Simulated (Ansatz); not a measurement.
# ClGaH2O: the cost of one run

All numbers below are computed with Ansatz 0.2.0 (RKS r2SCAN-D4/def2-SVP).

## 1. The starting structure

Bond lengths: Ga1–Cl2 2.240 Å, Ga1–O3 1.790 Å, O3–H4 1.010 Å, Ga1–H5 1.570 Å. Angles: Cl2–Ga1–O3 120.0°, Cl2–Ga1–H5 120.0°, O3–Ga1–H5 120.0°, Ga1–O3–H4 109.5°.

Coordinates:

```xyz
5

Ga    0.0000    0.0000    0.0000
Cl    0.0000    0.0000    2.2400
O     1.5501    0.0000   -0.8950
H     1.8500   -0.9519   -1.0499
H    -1.3596    0.0000   -0.7850
```

## 2. Relaxing the start

Input file input.yaml:

```yaml
crystal:
  periodic: [false, false, false]
  atoms:
    - { symbol: Ga, position_ang: [0.0, 0.0, 0.0] }
    - { symbol: Cl, position_ang: [0.0, 0.0, 2.24] }
    - { symbol: O, position_ang: [1.5501, 0.0, -0.895] }
    - { symbol: H, position_ang: [1.85, -0.9519, -1.0499] }
    - { symbol: H, position_ang: [-1.3596, 0.0, -0.785] }
basis:
  gaussian: { orbitals: def2-SVP }
hamiltonian:
  xc: r2scan
  dispersion: d4
relax:
  f_tol: 0.02
  max_steps: 40
output:
  orbitals: {}
```

Run with:

```console
$ ansatz run input.yaml --threads 1 --pin off --max-ram 2048MiB --backend cpu --events-out ev --progress --plain --runs-dir out
```

Q: Estimate wall time and peak memory on 1 thread of AMD EPYC 7R43 (Zen 3), shared host.

About 68 s, with a peak of 0.16 GiB.
